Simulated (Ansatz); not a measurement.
# Te7Se: the cost of one run

Method: DFT PBE, scalar-relativistic, plane waves, PAW, in Ansatz 0.2.0.

## 1. The system as given

Symmetry: Fm-3m, No. 225, cubic system. The conventional cell has a = 10.135 Å, b = 10.135 Å, c = 10.135 Å, α = 90.00°, β = 90.00°, γ = 90.00°. Te (site symmetry mmm) is surrounded by 10 Te at 3.58 Å and 2 Se at 3.58 Å. Around Te (site symmetry m-3m) lie 12 Te at 3.58 Å. Around Se (site symmetry m-3m) lie 12 Te at 3.58 Å.

Structure file:

```
CELL_PARAMETERS angstrom
0.00000 5.06750 5.06750
5.06750 0.00000 5.06750
5.06750 5.06750 0.00000
ATOMIC_POSITIONS crystal
Te 0.50000 0.00000 0.00000
Te 0.00000 0.50000 0.50000
Te 0.00000 0.50000 0.00000
Te 0.50000 0.00000 0.50000
Te 0.00000 0.00000 0.50000
Te 0.50000 0.50000 0.00000
Te 0.50000 0.50000 0.50000
Se 0.00000 0.00000 0.00000
```

The cell is invented: species swapped into a database cell of CePd7 (Fm-3m, No. 225), with Se on the Ce sites and Te on the Pd sites. Its size is a rough estimate.

## 2. A first look at the guess

The input, input.yaml:

```yaml
crystal:
  lattice:
    - [0.0, 5.06750132, 5.06750132]
    - [5.06750132, 0.0, 5.06750132]
    - [5.06750132, 5.06750132, 0.0]
  atoms:
    - { symbol: Te, position: [0.5, 0.0, 0.0] }
    - { symbol: Te, position: [0.0, 0.5, 0.5] }
    - { symbol: Te, position: [0.0, 0.5, 0.0] }
    - { symbol: Te, position: [0.5, 0.0, 0.5] }
    - { symbol: Te, position: [0.0, 0.0, 0.5] }
    - { symbol: Te, position: [0.5, 0.5, 0.0] }
    - { symbol: Te, position: [0.5, 0.5, 0.5] }
    - { symbol: Se, position: [0.0, 0.0, 0.0] }
basis:
  ecutwfc: 420
kpoints:
  mp_grid: { grid: [4, 4, 4] }
hamiltonian:
  xc: pbe
scf:
  occupations: { method: gaussian, width: 0.1 }
  lower_state_search: "off"
output:
  forces: true
  stress: true
  eigenvalues: true
```

On the command line:

```console
ansatz run input.yaml --threads 1 --pin off --max-ram 2048MiB --backend cpu --events-out ev --progress --plain --runs-dir out
```

**Question.** How long does this run take on 1 thread of Intel Xeon 6975P-C (Granite Rapids), shared host, and how much memory does it need?

About 4.7 s, with a peak of 0.56 GiB.
